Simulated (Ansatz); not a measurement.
Crystal: Hf2Pd2Se2Br2O3.

```xyz
11
Lattice="5.6066 -0.0935 -0.0141 1.6139 5.3351 0.0025 1.3692 1.9153 8.3154" Properties=species:S:1:pos:R:3 pbc="T T T"
Hf    2.3902    3.4984    0.1883
Hf    6.1995    3.6586    8.1156
Pd    1.4915    3.6252    4.1590
Pd    0.6846    0.9576    4.1577
Se    1.0298    2.2924    2.1069
Se    7.5599    4.8645    6.1970
Br    4.2949    3.5785    4.1519
Br    3.4879    0.9109    4.1507
O     4.3489    3.6281    7.6532
O     4.2408    3.5289    0.6507
O     0.0000    0.0000    0.0000
```

The cell was built by a generator and needn't be a form met in nature.

Base run:

```yaml
Program: Ansatz 0.2.0
Functional: PBE
Potentials_or_basis: Ansatz PAW
Cutoff: "420 eV (not typed: the program's choice for these potentials)"
k_mesh: 5 × 5 × 4
Occupations: fermi-dirac, width 0.05 eV
Spin: no spin polarisation
Hubbard_terms: Hf d U = 4 eV, Pd d U = 4 eV
```

Its results: band gap on the k mesh none (metal or under the smearing width); pressure 1.6 GPa; largest force 0.401 eV/Å.

Q: The run is repeated on the same cell with these changes: hubbard terms from Hf d U = 4 eV, Pd d U = 4 eV to Hf d U = 6 eV, Pd d U = 6 eV. What comes out?

A: Band gap on the k mesh none (metal or under the smearing width); pressure 2.7 GPa; largest force 0.651 eV/Å.

Caveats: U without spin polarisation on a metal has little footing.
